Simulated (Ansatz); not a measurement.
**H4NOPSi: how energies converge with the basis set**

Aim: see how fast density functionals converge with the basis set for H4NOPSi.

Method: one geometry, several basis sets; program: Ansatz 0.2.0, Gaussian basis.

Plan: PBE0-D4/def2-SVP; ωB97M-V/def2-SVP; PBE0-D4/def2-QZVPP; ωB97M-V/def2-QZVPP; the functionals' def2-TZVPP values are taken from earlier runs.

### 1 Structure used throughout

An earlier PBE0-D4 in a triple-zeta def2 set relaxation fixed the geometry.

SMILES `O[SiH]1NP1`, 8 atoms, charge 0, spin multiplicity 1.

Atoms are counted from 1 here; the program's logs count them from 0.

Bond lengths: O1–Si2 1.632 Å, O1–H5 0.960 Å, Si2–N3 1.686 Å, Si2–P4 2.190 Å, Si2–H6 1.474 Å, N3–P4 1.787 Å, N3–H7 1.005 Å, P4–H8 1.440 Å. Angles: Si2–O1–H5 117.1°, O1–Si2–N3 120.1°, O1–Si2–P4 126.9°, O1–Si2–H6 105.4°, N3–Si2–P4 53.0°, N3–Si2–H6 121.1°, P4–Si2–H6 122.5°, Si2–N3–P4 78.1°, Si2–N3–H7 141.7°, P4–N3–H7 126.1°, Si2–P4–N3 48.9°, Si2–P4–H8 93.2°, N3–P4–H8 101.3°.

### 2 PBE0-D4 in def2-SVP

in.yaml

```yaml
crystal:
  periodic: [false, false, false]
  atoms:
    - {symbol: O, position_ang: [-0.397679, 1.835471, -0.764002]}
    - {symbol: Si, position_ang: [0.097763, 0.582379, 0.155840]}
    - {symbol: N, position_ang: [0.436880, -0.907485, -0.557519]}
    - {symbol: P, position_ang: [-0.959278, -1.307487, 0.483650]}
    - {symbol: H, position_ang: [-0.980491, 1.634935, -1.499498]}
    - {symbol: H, position_ang: [1.003083, 1.168665, 1.160182]}
    - {symbol: H, position_ang: [1.202639, -1.519118, -0.781930]}
    - {symbol: H, position_ang: [-0.310715, -1.544462, 1.747577]}
basis:
  gaussian: {orbitals: def2-SVP}
hamiltonian: {xc: pbe0, dispersion: d4}
output: {orbitals: {seedname: orbitals}}
```

Launch:

```console
ansatz run in.yaml --threads 2 --pin off --events-out ev --progress --plain --max-ram 4352MiB
```

Further steps of the session: ωB97M-V in def2-SVP; PBE0-D4 in def2-QZVPP; ωB97M-V in def2-QZVPP.

Q: Predict the results of all the runs planned. Wanted: PBE0-D4: double and triple zeta above quadruple; ωB97M-V: double and triple zeta above quadruple.

The runs gave:

```
                                       quantity           value
PBE0-D4: double and triple zeta above quadruple  11.56, 0.79 eV
ωB97M-V: double and triple zeta above quadruple  11.62, 0.74 eV
```

In words: PBE0-D4 gains 10.77 eV from double to triple zeta, then 0.79 eV more. These are total energies; as a rule much of such shifts cancels in differences, which this series doesn't test. The LUMO of ωB97M-V is positive and keeps falling with the basis (2.05 to 1.21 eV): an unbound level that the basis holds in place.
